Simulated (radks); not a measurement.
# Mn³⁺ in [Ar] 3d4: an all-electron calculation

An exercise on one series of results from a longer session: the logs are not shown, and one member is left open.

Program: radks (a radial shooting solver on a logarithmic mesh, Libxc functionals) version 1. Level of theory: scalar-relativistic Kohn-Sham, XLYP, spin-polarised, spherical densities, finite nucleus; open shells are filled with parallel spins first. These are calculated values, not measurements, unless marked.

## Starting point

* element: manganese (Z = 25)
* charge: +3
* electrons: 22
* configuration: [Ar] 3d4
* nuclear rms radius: 3.7057 fm

Outer shells as boxes (Hund's rule):

Mn³⁺
```
[Ar] core
3d [↑ ][↑ ][↑ ][↑ ][  ]
```

Set-up of the first run:

The run's settings:

```text
Z 25
configuration [Ar] 3d4
relativity scalar-relativistic
functional xlyp
spin polarised
nucleus finite rms 3.7057 fm
c 137.035999084
```

Command:

```bash
> python run_ks.py task.json out
```

This one command runs every case of the session in turn.

Steps of the session up to this table: Self-consistent calculation.

One table of the session follows, with a row left open; its other results are not shown here.

It belongs to the step «Orbitals and density». Sizes of the orbitals, from the radial functions (bohr):

```
  level      <r>  outermost maximum (interpolated)  90 % within  nodes
1s down  0.06089                            0.0399        0.109      0
  1s up  0.06089                            0.0399        0.109      0
  2s up        ?                                 ?            ?      ?
2s down   0.2792                             0.232        0.433      1
  2p up   0.2473                             0.188        0.406      0
2p down   0.2468                             0.188        0.405      0
  3s up   0.8426                             0.733         1.26      2
3s down   0.8466                             0.734         1.27      2
  3p up   0.8868                             0.747         1.36      1
3p down   0.8943                             0.749         1.38      1
  3d up    1.035                             0.735         1.73      0
3d down    1.079                             0.745         1.83      0
```

**Question.** Estimate the row for 2s up.

As computed: <r>: 0.2797; outermost maximum (interpolated): 0.233; 90 % within: 0.434; nodes: 1. In the column «<r>» it lies between 2s down (0.2792) and 3s up (0.8426).

Caveats from the session: Open shells are spherical and high-spin; term and fine-structure splittings are not resolved.
